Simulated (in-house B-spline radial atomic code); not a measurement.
# Bi³⁺: excited configurations

Wanted: excitation energies of Bi³⁺ as differences of total energies (ΔSCF).

Program: in-house B-spline radial atomic code version 1. Level of theory: scalar-relativistic (spin-free one-electron X2C) r2SCAN, spin-polarised, spherical fractional occupations, Fermi nucleus, basis-set limit. These are calculated values, not measurements, unless marked.

### 1 Starting point

```
element       : bismuth (Z = 83)
charge        : +3
electrons     : 80
configuration : [Xe] 4f14 5d10 6s2
Hamiltonian   : scalar-relativistic (X2C)
nucleus       : Fermi, rms radius 5.521 fm
```

Outer shells as boxes (Hund's rule):

[Xe] 4f14 5d10 6s2
```
[Xe] core
4f [↑↓][↑↓][↑↓][↑↓][↑↓][↑↓][↑↓]
5d [↑↓][↑↓][↑↓][↑↓][↑↓]
6s [↑↓]
```

Where spins are not typed, each open shell is filled with up spins first.

### 2 Reference run

Input settings:

```ini
Z = 83
electrons = 80.0
configuration = [Xe] 4f14 5d10 6s2
hamiltonian = x2c
method = r2scan
spin_polarised = True
nucleus = fermi
rms_radius = 5.5211
mass_number = 209
atomic_mass = 208.980398599
speed_of_light = 137.035999084
```

### 3 Configuration [Xe] 4f14 5d9 6s2 7d1

Changes to the settings of step 2:

```diff
@@ -2,3 +2,3 @@
 electrons = 80.0
-configuration = [Xe] 4f14 5d10 6s2
+configuration = [Xe] 4f14 5d9 6s2 7d1
 hamiltonian = x2c
```

### 4 Run with [Kr] 4d9 4f14 5s2 5p6 5d10 6s2 7p1

Changes to the settings of step 3:

```diff
@@ -2,3 +2,3 @@
 electrons = 80.0
-configuration = [Xe] 4f14 5d9 6s2 7d1
+configuration = [Kr] 4d9 4f14 5s2 5p6 5d10 6s2 7p1
 hamiltonian = x2c
```

### 5 Configuration [Xe] 4f14 5d10 6s1 6d1

Changes to the settings of step 4:

```diff
@@ -2,3 +2,3 @@
 electrons = 80.0
-configuration = [Kr] 4d9 4f14 5s2 5p6 5d10 6s2 7p1
+configuration = [Xe] 4f14 5d10 6s1 6d1
 hamiltonian = x2c
```

### 6 [Kr] 4d9 4f14 5s2 5p6 5d10 6s2 7s1

Changes to the settings of step 5:

```diff
@@ -2,3 +2,3 @@
 electrons = 80.0
-configuration = [Xe] 4f14 5d10 6s1 6d1
+configuration = [Kr] 4d9 4f14 5s2 5p6 5d10 6s2 7s1
 hamiltonian = x2c
```

### 7 Configuration [Xe] 4f13 5d10 6s2 6f1

Changes to the settings of step 6:

```diff
@@ -2,3 +2,3 @@
 electrons = 80.0
-configuration = [Kr] 4d9 4f14 5s2 5p6 5d10 6s2 7s1
+configuration = [Xe] 4f13 5d10 6s2 6f1
 hamiltonian = x2c
```

Before running: How far above the reference does each configuration lie (order and size, in eV)?

**Answer**, as computed:

| net move | configuration | 2|M_S|+1 | energy above the reference (eV) | largest <r> (bohr) |
| --- | --- | --- | --- | --- |
| 6s → 6d | [Xe] 4f14 5d10 6s1 6d1 | 3 | 24.847 | 3.50 |
| 5d → 7d | [Xe] 4f14 5d9 6s2 7d1 | 3 | 51.526 | 6.36 |
| 4f → 6f | [Xe] 4f13 5d10 6s2 6f1 | 3 | 187.25 | 6.14 |
| 4d → 7s | [Kr] 4d9 4f14 5s2 5p6 5d10 6s2 7s1 | 3 | 457.72 | 4.05 |
| 4d → 7p | [Kr] 4d9 4f14 5s2 5p6 5d10 6s2 7p1 | 3 | 461.77 | 4.78 |

What this shows: The energies run from 24.847 eV (6s → 6d) to 461.77 eV (4d → 7p). 3 of them lie more than 60 % above minus the reference's highest level (40.095 eV), in the range where a state can decay by emitting an electron. The reference has 2|M_S|+1 = 1; 5 of the configurations differ from it in spin. These are spherical averages at the typed spins, not spectroscopic levels.
